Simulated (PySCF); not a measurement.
# F3Ga: the cost of one run

Computed with PySCF 2.14.0. Level: levels as typed in each script, gas phase, geometry from GFN2-xTB.

## (1) The system as given

4 atoms, charge 0, spin multiplicity 1.

Bond lengths: F1–Ga2 1.732 Å, Ga2–F3 1.732 Å, Ga2–F4 1.733 Å. Angles: F1–Ga2–F3 120.0°, F1–Ga2–F4 120.0°, F3–Ga2–F4 120.0°.

Geometry (Å):

```mol
F3Ga
  3D, bonds by distance, orders not assigned

  4  3  0  0  0  0  0  0  0  0999 V2000
    1.4087   -1.0081    0.0000 F   0  0
    0.0001    0.0000    0.0000 Ga  0  0
    0.1685    1.7241    0.0000 F   0  0
   -1.5776   -0.7160    0.0000 F   0  0
  1  2  8  0
  2  3  8  0
  2  4  8  0
M  END
```

## (2) Density, bond paths and surface potential (wB97X/def2-tzvp)

input.py reads:

```python
import numpy as np
from pyscf import gto, scf, dft
from pyscf.scf import atom_ks, atom_hf
from scipy.linalg import block_diag

def solve(mol, dm0=None, hcore=None):
    mf = (dft.UKS if mol.spin else dft.RKS)(mol, xc='wb97x')
    mf.grids.level = 3
    mf = mf.density_fit(auxbasis='def2-universal-jkfit')
    mf.conv_tol, mf.max_cycle = 1e-8, 80
    if hcore is not None:
        mf.get_hcore = lambda *args: hcore
    mf.kernel(dm0)
    if not mf.converged:
        mf = mf.newton().run(mf.mo_coeff, mf.mo_occ, max_cycle=30)
    assert mf.converged, 'SCF not converged'
    return mf

mol = gto.M(atom='''
F      1.40869    -1.00812     0.00000
Ga     0.00012     0.00000     0.00000
F      0.16851     1.72413     0.00000
F     -1.57760    -0.71602     0.00000
''', basis='def2-tzvp', charge=0, spin=0, verbose=4)
mf = solve(mol)
mf.analyze()
# spherically averaged free atoms, for the promolecule
atm = atom_ks.get_atm_nrks(mol, xc='wb97x')
pro = block_diag(*[(atm[a[0]][2] * atm[a[0]][3]) @ atm[a[0]][2].T for a in mol._atom])
np.savez('result.npz', e=mf.e_tot, c=mf.mo_coeff, occ=mf.mo_occ, eps=mf.mo_energy, pro=pro, dip=mf.dip_moment(verbose=0), s2=mf.spin_square()[0])
```

The run is started by

```
OMP_NUM_THREADS=1 python input.py
```

**Question.** How long does this run take on 1 thread of Arm Neoverse V2, shared host, and how much memory does it need?

About 13 s, with a peak of 0.5 GiB.
